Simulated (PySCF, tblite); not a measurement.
**CH₁₀Ge₃OSi: geometry, infrared bands and NMR shifts**

What infrared bands and NMR shifts should CH₁₀Ge₃OSi (`[SiH3][Ge@H]1[GeH2][CH2][O][GeH2]1`) show?

Programs: tblite 0.8.0 and PySCF 2.14.0, with density-fitted response routines of our own. Each step states its level of theory. These are calculated values for one molecule in the gas phase, unless marked as measured. Atoms are numbered from 0 throughout.

## (1) The molecule as given

16 atoms, charge 0, multiplicity 1; geometry from: force field or distance geometry start.

Bonds of the start (Å): Si0–Ge1 2.31, Ge1–Ge2 2.33, Ge2–C3 1.96, C3–O4 1.43, O4–Ge5 1.80, Ge5–Ge1 2.37, Si0–H6 1.47, Si0–H7 1.47, Si0–H8 1.47, Ge1–H9 1.56, Ge2–H10 1.55, Ge2–H11 1.55, C3–H12 1.11, C3–H13 1.11, Ge5–H14 1.55, Ge5–H15 1.54.

## (2) Optimising the geometry with GFN2-xTB

The job: settings as JSON, then the geometry in Å.

```
{"job": {"kind": "relax", "xc": "GFN2-xTB", "basis": "xTB"}, "charge": 0, "multiplicity": 1}
Si     2.418700    -0.180500    -1.138100
Ge     0.996800     0.347400     0.610100
Ge    -0.854100     1.560400    -0.125800
C     -2.163800     0.102500    -0.212800
O     -2.114600    -0.715900     0.961200
Ge    -0.470700    -1.450700     1.075700
H      1.616400    -0.731700    -2.245700
H      3.406100    -1.165100    -0.688500
H      3.102200     1.037600    -1.588900
H      1.669000     0.946900     1.883100
H     -0.624200     2.176400    -1.532900
H     -1.292000     2.607500     0.933400
H     -3.182100     0.538100    -0.276800
H     -1.983900    -0.517300    -1.119500
H     -0.229900    -1.988500     2.510400
H     -0.301700    -2.558200     0.020900
```

Started as:

```
OMP_NUM_THREADS=1 python probes_run.py task.json out
```

This one command runs all jobs of the session in turn.

**Question.** This job is followed by: GFN2-xTB harmonic vibrations, gas phase; GIAO PBE0/pcSseg-1 NMR shielding, non-relativistic, gas phase. What will the session give for the following? strongest single infrared mode (GFN2-xTB); zero-point energy (GFN2-xTB); 13C shifts against TMS (PBE0/pcSseg-1); 1H shifts against TMS (PBE0/pcSseg-1, means over atoms taken as alike); 29Si shifts against TMS (PBE0/pcSseg-1); 73Ge shifts against GeMe4 (PBE0/pcSseg-1); 17O shifts against H2O (PBE0/pcSseg-1); surface potential, 1st and 99th percentile.

As calculated:

| quantity | value |
| --- | --- |
| strongest single infrared mode (GFN2-xTB) | 1918 cm⁻¹, 797 km/mol |
| zero-point energy (GFN2-xTB) | 55.8 kcal/mol |
| 13C shifts against TMS (PBE0/pcSseg-1) | 61.4 ppm |
| 1H shifts against TMS (PBE0/pcSseg-1, means over atoms taken as alike) | 5.73, 5.60, 4.81, 4.19, 4.09, 4.03, 3.94, 3.22 ppm |
| 29Si shifts against TMS (PBE0/pcSseg-1) | -102.6 ppm |
| 73Ge shifts against GeMe4 (PBE0/pcSseg-1) | 11, -194, -452 ppm |
| 17O shifts against H2O (PBE0/pcSseg-1) | 23.6 ppm |
| surface potential, 1st and 99th percentile | -1.52 V and 1.16 V |

**Reading.** Relaxing lowered the energy by 0.559 eV in 121 steps; the close pair that moved most is Ge1–Ge2, from 2.332 to 2.413 Å. All 42 modes are real, so the xTB geometry is a minimum. The strongest single mode, at 1918 cm⁻¹, moves mainly H11 and H10. Unscaled tight-binding wavenumbers are off by several per cent, some by more. Its intensities can rank the bands wrongly. At PBE0/pcSseg-1: Shielding is most anisotropic at Ge5 (span 553 ppm, paramagnetic term -1435 ppm). At PBE0/pcSseg-1, counted by nearest atom on the grid, the HOMO lies on O4 38 %; Ge1, Ge2 about 12 % each, the LUMO on Ge1 22 %; Ge2, Ge5 about 12 % each. Spin-orbit coupling is left out, which matters for shieldings and couplings at and beside the heavy atoms.
